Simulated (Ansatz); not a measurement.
# GaIr4Ru: the cost of one run

Method: DFT PBE, scalar-relativistic, plane waves, PAW, in Ansatz 0.2.0.

## 1. The starting structure

Symmetry: P4/mmm, No. 123, tetragonal system. Conventional cell: a = 3.639 Å, b = 3.639 Å, c = 5.428 Å, α = 90.00°, β = 90.00°, γ = 90.00°. Ga (site symmetry 4/mmm) has 8 Ir at 2.22 Å as nearest neighbours. Ru (site symmetry 4/mmm) has 8 Ir at 2.32 Å as nearest neighbours. Ir (site symmetry 2mm) is surrounded by 2 Ga at 2.22 Å and 2 Ru at 2.32 Å and 5 Ir at 2.56 to 2.57 Å.

As a file:

```
Ga Ru Ir
1.0
     3.63873    0.00000    0.00000
     0.00000    3.63873    0.00000
     0.00000    0.00000    5.42834
Ga Ru Ir
1 1 4
Cartesian
  0.0000 0.0000 0.0000
  1.8194 1.8194 2.7142
  0.0000 1.8194 4.1499
  1.8194 0.0000 4.1499
  0.0000 1.8194 1.2785
  1.8194 0.0000 1.2785
```

The cell is invented: species swapped into a database cell of MgTiH4 (P4/mmm, No. 123), with Ru on the Mg sites, Ga on the Ti sites and Ir on the H sites. The dimensions are guesses.

## 2. Probe: one point on a coarse mesh

input.yaml reads:

```yaml
crystal:
  lattice:
    - [3.63872996, 0.0, 0.0]
    - [0.0, 3.63872996, 0.0]
    - [0.0, 0.0, 5.42834255]
  atoms:
    - { symbol: Ga, position: [0.0, 0.0, 0.0] }
    - { symbol: Ru, position: [0.5, 0.5, 0.5] }
    - { symbol: Ir, position: [0.0, 0.5, 0.76447999] }
    - { symbol: Ir, position: [0.5, 0.0, 0.76447999] }
    - { symbol: Ir, position: [0.0, 0.5, 0.23552001] }
    - { symbol: Ir, position: [0.5, 0.0, 0.23552001] }
basis:
  ecutwfc: 420
kpoints:
  mp_grid: { grid: [6, 6, 4] }
hamiltonian:
  xc: pbe
scf:
  occupations: { method: gaussian, width: 0.1 }
  lower_state_search: "off"
output:
  forces: true
  stress: true
  eigenvalues: true
```

Command:

```bash
> ansatz run input.yaml --threads 1 --pin off --max-ram 2560MiB --backend cpu --events-out ev --progress --plain --runs-dir out
```

**Question.** How long does this run take on 1 thread of Intel Xeon 6975P-C (Granite Rapids), shared host, and how much memory does it need?

About 3.7 s, with a peak of 0.44 GiB.
